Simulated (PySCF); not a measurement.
# C3H12BNS: spin-spin couplings

Wanted: the spin-spin couplings of C3H12BNS (`CS[B-](C)(C)[NH3+]`), by calculation.

Computed with PySCF 2.14.0, with density-fitted response routines of our own, on a single molecule in the gas phase. Atoms count from 0, in the outputs and in this text.

## 1. Starting geometry

18 atoms, charge 0, multiplicity 1; geometry from: GFN2-xTB.

Bonds of the start (Å): C0–S1 1.82, S1–B2 1.93, B2–C3 1.61, B2–C4 1.61, B2–N5 1.67, C0–H6 1.09, C0–H7 1.09, C0–H8 1.09, C3–H9 1.09, C3–H10 1.09, C3–H11 1.09, C4–H12 1.09, C4–H13 1.09, C4–H14 1.09, N5–H15 1.02, N5–H16 1.02, N5–H17 1.02.

## 2. J couplings: B3LYP/pcJ-1

The job: settings as JSON, then the geometry in Å.

```
{"job": {"kind": "j", "xc": "B3LYP", "basis": "pcJ-1"}, "charge": 0, "multiplicity": 1}
C      2.232574    -1.147838     0.287883
S      1.659095     0.563412     0.037832
B     -0.263053     0.406941     0.050681
C     -0.943907     1.792359     0.517817
C     -0.861348    -0.924787     0.734053
N     -0.589877     0.283589    -1.586774
H      3.317198    -1.113588     0.301326
H      1.897892    -1.787851    -0.525192
H      1.862573    -1.519834     1.237659
H     -2.021492     1.797613     0.352351
H     -0.788816     1.965129     1.579370
H     -0.525085     2.654736     0.001056
H     -1.950267    -0.929652     0.688217
H     -0.516778    -1.848834     0.269940
H     -0.599445    -0.984266     1.787901
H     -1.591530     0.269156    -1.758183
H     -0.166411     1.091881    -2.035965
H     -0.160081    -0.561850    -1.951628
```

With the program's defaults for keys left out, this is: B3LYP/pcJ-1 indirect spin-spin coupling, non-relativistic, gas phase.

Command:

```sh
$ OMP_NUM_THREADS=1 python probes_run.py task.json out
```

The driver reads the jobs from task.json and runs them one after another.

What will the session give for the following? largest coupling of the table (B3LYP/pcJ-1). Wanted: largest coupling of the table.

The runs gave:

| quantity | value |
| --- | --- |
| largest coupling of the table (B3LYP/pcJ-1) | ¹J(C,H) C0–H6, 144.9 Hz |

What this shows: In the run at B3LYP/pcJ-1, the largest coupling of the table is C0–H6 (mean over like pairs), 144.9 Hz, of which the Fermi-contact term gives 143.4 Hz. Couplings across rotatable bonds belong to this one conformer; where others are populated, the observed values are averages.
